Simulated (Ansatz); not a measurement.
Write the native input for Ansatz 0.2.0 that does the following.

```yaml
Task: single point
Functional: PBEsol
Potentials_or_basis: all-electron LAPW, scalar-relativistic
Cutoff: 374 eV (chosen from the basis error)
Basis_error_allowed: 0.001 eV/atom
k_mesh: 12 × 12 × 12
Occupations: fermi-dirac, width 0.05 eV
Spin: no spin polarisation
```

The system is MoPt2.

```
CELL_PARAMETERS angstrom
-1.37400 1.95750 4.11900
1.37400 -1.95750 4.11900
1.37400 1.95750 -4.11900
ATOMIC_POSITIONS crystal
Pt 0.35300 0.35300 0.00000
Pt 0.64700 0.64700 0.00000
Mo 0.00000 0.00000 0.00000
```

The input as run:

input.yaml

```yaml
crystal:
  lattice:
    - [-1.374, 1.9575, 4.119]
    - [1.374, -1.9575, 4.119]
    - [1.374, 1.9575, -4.119]
  atoms:
    - { symbol: Pt, position: [0.353, 0.353, 0.0] }
    - { symbol: Pt, position: [0.647, 0.647, 0.0] }
    - { symbol: Mo, position: [0.0, 0.0, 0.0] }
kpoints:
  mp_grid: { grid: [12, 12, 12] }
scf:
  occupations: { method: fermi_dirac, width: 0.05 }
hamiltonian:
  xc: pbesol
  pseudopotentials: { kind: all_electron, lapw: { basis_error: 0.001 } }
output:
  forces: true
  stress: true
  eigenvalues: true
  populations: true
```

Potentials or basis: all-electron LAPW, scalar-relativistic.

The run is started by

```bash
$ ansatz run input.yaml --threads 2 --pin off --max-ram 8192MiB --backend cpu --events-out ev --progress --plain --runs-dir out
```

It gave:

```
Pressure               : 11.4 GPa
Largest force          : 4.939 eV/Å
Band gap on the k mesh : none (metal or under the smearing width)
```

Caveat: forces of over 1 eV/Å show positions far from the minimum, so gaps and moduli don't describe the material at rest.

Wall time 3.2 min on 2 threads of Arm Neoverse V2, on a shared host, peak memory 2.3 GiB.
